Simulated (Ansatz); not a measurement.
# Zr2Pd2Se: the cost of one run

Program: Ansatz 0.2.0. Level of theory: DFT PBE, scalar-relativistic, plane waves, PAW. These are calculated values, not measurements.

**1. The starting structure**

The structure is hexagonal, space group P6/mmm (No. 191). The conventional cell has a = 4.922 Å, b = 4.922 Å, c = 4.247 Å, α = 90.00°, β = 90.00°, γ = 120.00°. Zr (site symmetry -6m2) is surrounded by 2 Pd at 2.12 Å and 3 Zr at 2.84 Å and 3 Se at 2.84 Å. Around Pd (site symmetry -6m2) lie 2 Zr at 2.12 Å. Se (site symmetry 6/mmm) has 6 Zr at 2.84 Å in its first shell of neighbours.

Structure file:

```cif
data_structure
_symmetry_space_group_name_H-M 'P 1'
_symmetry_Int_Tables_number 1
_cell_length_a 4.9224
_cell_length_b 4.9224
_cell_length_c 4.2468
_cell_angle_alpha 90.000
_cell_angle_beta 90.000
_cell_angle_gamma 120.000
_cell_volume 89.11
loop_
_atom_site_label
_atom_site_type_symbol
_atom_site_fract_x
_atom_site_fract_y
_atom_site_fract_z
_atom_site_occupancy
Zr1 Zr 0.33333 0.66667 0.50000 1
Zr2 Zr 0.66667 0.33333 0.50000 1
Pd1 Pd 0.33333 0.66667 0.00000 1
Pd2 Pd 0.66667 0.33333 0.00000 1
Se1 Se 0.00000 0.00000 0.50000 1
```

A structure generator made this guess: random cell by space group and Wyckoff sites (P6/mmm, No. 191). Its size is a rough estimate.

**2. The guess as it stands, on a coarse mesh**

Input file input.yaml:

```yaml
crystal:
  lattice:
    - [4.92239449, 0.0, 0.0]
    - [-2.46119724, 4.26291867, 0.0]
    - [0.0, 0.0, 4.24676243]
  atoms:
    - { symbol: Zr, position: [0.33333333, 0.66666667, 0.5] }
    - { symbol: Zr, position: [0.66666667, 0.33333333, 0.5] }
    - { symbol: Pd, position: [0.33333333, 0.66666667, 0.0] }
    - { symbol: Pd, position: [0.66666667, 0.33333333, 0.0] }
    - { symbol: Se, position: [0.0, 0.0, 0.5] }
basis:
  ecutwfc: 420
kpoints:
  mp_grid: { grid: [6, 6, 4] }
hamiltonian:
  xc: pbe
scf:
  occupations: { method: gaussian, width: 0.1 }
  lower_state_search: "off"
output:
  forces: true
  stress: true
  eigenvalues: true
```

Started as:

```console
$ ansatz run input.yaml --threads 1 --pin off --max-ram 2560MiB --backend cpu --events-out ev --progress --plain --runs-dir out
```

Q: Estimate wall time and peak memory on 1 thread of Intel Xeon at 2.50GHz (Skylake/Cascade Lake), shared host.

About 11 s, with a peak of 0.43 GiB.
